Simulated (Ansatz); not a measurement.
# Ru2Pb: the cost of one run

Method: DFT PBE, scalar-relativistic, plane waves, PAW, in Ansatz 0.2.0.

### 1 The structure to begin with

Symmetry: R-3m, No. 166, trigonal system. Conventional cell: a = 3.555 Å, b = 3.555 Å, c = 16.104 Å, α = 90.00°, β = 90.00°, γ = 120.00°. Ru (site symmetry 3m) has 3 Pb at 2.45 Å as nearest neighbours. Pb (site symmetry -3m) has 6 Ru at 2.45 Å as nearest neighbours.

Structure file:

```cif
data_structure
_symmetry_space_group_name_H-M 'R-3m:H'
_symmetry_Int_Tables_number 166
_cell_length_a 3.5547
_cell_length_b 3.5547
_cell_length_c 16.1041
_cell_angle_alpha 90.000
_cell_angle_beta 90.000
_cell_angle_gamma 120.000
_cell_volume 176.23
loop_
_atom_site_label
_atom_site_type_symbol
_atom_site_symmetry_multiplicity
_atom_site_Wyckoff_symbol
_atom_site_fract_x
_atom_site_fract_y
_atom_site_fract_z
_atom_site_occupancy
Ru1 Ru 6 c 0.00000 0.00000 0.75000 1
Pb1 Pb 3 a 0.00000 0.00000 0.00000 1
```

This is candidate A: cadmium chloride type (R-3m, No. 166).

(A quick probe on a coarse mesh, which set the mesh and smearing, is not shown.)

### 3 Coarse relaxation (candidate A)

input.yaml reads:

```yaml
crystal:
  lattice:
    - [1.7773436979, 1.0261498624, 5.3680326351]
    - [-1.7773436979, 1.0261498624, 5.3680326351]
    - [0.0, -2.0522997249, 5.3680326351]
  atoms:
    - { symbol: Ru, position: [0.75, 0.75, 0.75] }
    - { symbol: Ru, position: [0.25, 0.25, 0.25] }
    - { symbol: Pb, position: [0.0, 0.0, 0.0] }
basis:
  ecutwfc: 420
kpoints:
  mp_grid: { grid: [6, 6, 6] }
hamiltonian:
  xc: pbe
scf:
  occupations: { method: gaussian, width: 0.1 }
  lower_state_search: "off"
output:
  forces: true
  stress: true
  eigenvalues: true
relax:
  adjacent_minimum: "off"
  f_tol: 0.04
  max_steps: 70
  cell: { stress_tol: 0.4 }
```

Started as:

```
$ ansatz run input.yaml --threads 1 --pin off --max-ram 2560MiB --backend cpu --events-out ev --progress --plain --runs-dir out
```

**Question.** How long does this run take on 1 thread of Arm Neoverse V1, shared host, and how much memory does it need?

About 65 s, with a peak of 0.37 GiB.
